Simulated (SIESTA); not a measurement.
Here is a SIESTA 5.4.2 calculation.

The input run.py:

```python
from ase.io import read
from ase.calculators.siesta import Siesta
from ase.units import Ry, GPa

atoms = read("Ta.xyz")

fdf = {
    'SCFMustConverge': False,
    'OccupationFunction': 'FD',
    'ElectronicTemperature': '0.05 eV',
    'Slab.DipoleCorrection': 'vacuum',
    'MaxSCFIterations': '120',
    'SCF.Mixer.Method': 'Pulay',
    'SCF.Mixer.Weight': '0.25',
    'SCF.Mixer.History': '8',
    'SCF.DM.Tolerance': '5.0e-05',
    'SCF.H.Tolerance': '1.0e-03 eV',
    'WriteForces': 'true',
    'Charge.Mulliken': 'end',
    'BandLinesScale': 'ReciprocalLatticeVectors',
    'BandLines': ['  1    0.000000   0.000000   0.000000  \\Gamma', ' 12    0.375000   0.375000   0.000000  X', '  7    0.000000   0.500000   0.000000  S', '  2    0.000000   0.500000   0.500000  R', '  7    0.375000   0.375000   0.500000  A', ' 12    0.000000   0.000000   0.500000  Z', '  2    0.000000   0.000000   0.000000  \\Gamma', ' 11   -0.500000   0.500000   0.000000  Y', '  4   -0.375000   0.625000   0.000000  X1', '  2   -0.375000   0.625000   0.500000  A1', '  4   -0.500000   0.500000   0.500000  T', '  2   -0.500000   0.500000   0.000000  Y', '  1    0.000000   0.000000   0.500000  Z', ' 11   -0.500000   0.500000   0.500000  T'],
    'PAO.Basis': ['Ta.1 5', 'n=5 0 2', '  3.138 0.000', 'n=6 0 2', '  7.733 0.000', 'n=5 1 2', '  3.782 0.000', 'n=6 1 1', '  7.733', 'n=5 2 2', '  7.181 0.000'],
}
calc = Siesta(
    label="Ta",
    command="siesta < PREFIX.fdf > PREFIX.out",
    pseudo_path="pseudos",
    pseudo_qualifier="",
    xc=('GGA', 'PBE'),
    basis_set="DZP",
    mesh_cutoff=800 * Ry,
    energy_shift=0.003 * Ry,
    kpts=[10, 10, 1],
    spin="non-polarized",
    fdf_arguments=fdf,
)
atoms.calc = calc

print(f"energy = {atoms.get_potential_energy():.6f} eV")
free = atoms.get_potential_energy(force_consistent=True)
print(f"free energy = {free:.6f} eV")
print("forces (eV/A):")
print(atoms.get_forces(apply_constraint=False).round(6))
print("stress (GPa, Voigt order, tension positive):", (atoms.get_stress() / GPa).round(4))
```

Contents of Ta.xyz:

```xyz
5
Lattice="2.8601008575 0.0000000000 -0.0000000000 -0.9533669525 2.6965289483 0.0000000000 0.0000000000 0.0000000000 24.3410502851" Properties=species:S:1:pos:R:3 pbc="T T T"
Ta     0.9533669525      1.3482644742      7.5000000000
Ta     0.0000000000      0.0000000000      9.8352625713
Ta     0.9533669525      1.3482644742     12.1705251426
Ta     0.0000000000      0.0000000000     14.5057877138
Ta     0.9533669525      1.3482644742     16.8410502851
```

Potentials or basis: PseudoDojo 0.4 standard (PBE files), DZP (energy shift 0.003 Ry; two zetas on semicore shells).

The run is started by

```sh
$ python run.py
```

(1) What does it give for the largest force?

(2) Predict the band gap on the k mesh.

Answers

(1) 0.460 eV/Å.

(2) none (metal or under the smearing width).

Caveat: short orbitals over semicore shells can move pressures by several GPa; spin-orbit coupling is left out, which moves the levels of the heavy elements; the basis of atomic orbitals isn't converged, which shifts pressures, moduli and gaps.
